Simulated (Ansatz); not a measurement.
# AlO2 under changes of volume

One of the cells (9.773 Å³/atom); the others are scaled copies at fixed shape and fractional positions:

```xyz
6
Lattice="1.4882 -5.4028 0.0000 1.4882 5.4028 0.0000 0.0000 0.0000 3.6466" Properties=species:S:1:pos:R:3 pbc="T T T"
Al    1.4882   -1.8168    2.7350
Al    1.4882    1.8168    0.9117
O     1.4882    4.7429    2.7350
O     1.4882   -4.7429    0.9117
O     1.4882    2.2240    2.7350
O     1.4882   -2.2240    0.9117
```

The cell comes from a database or a generator and needn't be the stable form of this composition.

```yaml
Program: Ansatz 0.2.0
Functional: PBEsol
Potentials_or_basis: Ansatz PAW
Cutoff: "420 eV (not typed: the program's choice for these potentials)"
k_mesh: 9 × 9 × 7
Occupations: fermi-dirac, width 0.05 eV
Spin: no spin polarisation
```

```tsv
volume (Å³/atom)	energy over the lowest point (meV/atom)	pressure (GPa)	largest force (eV/Å)
9.187	4.41	5.9	1.238
9.382	0.00	1.6	1.025
9.578	0.58	-2.4	0.827
9.773	?	?	?
9.969	15.08	-9.1	0.466
10.164	28.07	-12.0	0.303
10.360	44.45	-14.6	0.272
```

Question: What does the run at 9.773 Å³/atom give?

Answer: Energy over the lowest point 5.76 meV/atom; pressure -5.9 GPa; largest force 0.641 eV/Å.

Worked out: A Birch-Murnaghan fit of order 3 (a polynomial in V^(-2/3)) to the other rows has its minimum at 9.45 Å³/atom with B0 = V·E''(V) = 193 GPa and B' = 4.0 at fixed shape and positions, which overstates the stiffness. It gives 5.76 meV/atom at 9.773 Å³/atom, against the run's 5.76, and -dE/dV = -6.0 GPa, against -5.9.

Energies are extrapolated to zero smearing.

Caveats: the PAW data sets come from PBE, with cores solved anew for the run's functional, which leaves a small shift of forces and pressure; forces of over 1 eV/Å show positions far from the minimum, so gaps and moduli don't describe the material at rest (some runs).
